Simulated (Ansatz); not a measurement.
# HfO2: the cost of one run

Program: Ansatz 0.2.0. Level of theory: DFT r2SCAN, scalar-relativistic, plane waves, PAW. These are calculated values, not measurements.

## 1. The starting structure

Symmetry: Fm-3m, No. 225, cubic system. The conventional cell has a = 5.115 Å, b = 5.115 Å, c = 5.115 Å, α = 90.00°, β = 90.00°, γ = 90.00°. Hf (site symmetry m-3m) is surrounded by 8 O at 2.21 Å. Around O (site symmetry -43m) lie 4 Hf at 2.21 Å.

Coordinates:

```cif
data_structure
_symmetry_space_group_name_H-M 'Fm-3m'
_symmetry_Int_Tables_number 225
_cell_length_a 5.1150
_cell_length_b 5.1150
_cell_length_c 5.1150
_cell_angle_alpha 90.000
_cell_angle_beta 90.000
_cell_angle_gamma 90.000
_cell_volume 133.82
loop_
_atom_site_label
_atom_site_type_symbol
_atom_site_symmetry_multiplicity
_atom_site_Wyckoff_symbol
_atom_site_fract_x
_atom_site_fract_y
_atom_site_fract_z
_atom_site_occupancy
Hf1 Hf 4 a 0.00000 0.00000 0.00000 1
O1 O 8 c 0.25000 0.75000 0.75000 1
```

The cell is taken as given, not relaxed at this level.

## 2. The reference cell

The reference gives a free energy of -16876.1609 eV, pressure -8.43 GPa, largest force 0.000 eV/Å and gap on the mesh 4.21 eV. It was computed beforehand with the settings of the runs below.

## 3. Next: energy and stress against strain

The cell is strained by ε times the Voigt pattern (1, -1, 0, 0, 0, 0) (xx, yy, zz, yz, xz, xy; engineering shear), with fractional coordinates fixed (clamped ions). The stress on the pattern is the sum of the stress components weighted by it, tension positive.

## 4. Point ε = -0.1000

input.yaml

```yaml
crystal:
  lattice:
    - [0.0, 2.81325, 2.5575]
    - [2.30175, 0.0, 2.5575]
    - [2.30175, 2.81325, 0.0]
  atoms:
    - { symbol: Hf, position: [0.0, 0.0, 0.0] }
    - { symbol: O, position: [0.25, 0.25, 0.25] }
    - { symbol: O, position: [0.75, 0.75, 0.75] }
basis:
  ecutwfc: 500
kpoints:
  mp_grid: { grid: [8, 8, 8] }
hamiltonian:
  xc: r2scan
scf:
  occupations: { method: gaussian, width: 0.05 }
output:
  forces: true
  stress: true
  eigenvalues: true
```

Command:

```console
$ ansatz run input.yaml --threads 1 --pin off --max-ram 2560MiB --backend cpu --events-out ev --progress --plain --runs-dir out
```

What time and memory should one allow on 1 thread of Intel Xeon 6975P-C (Granite Rapids), shared host?

About 5.1 s, with a peak of 0.52 GiB.
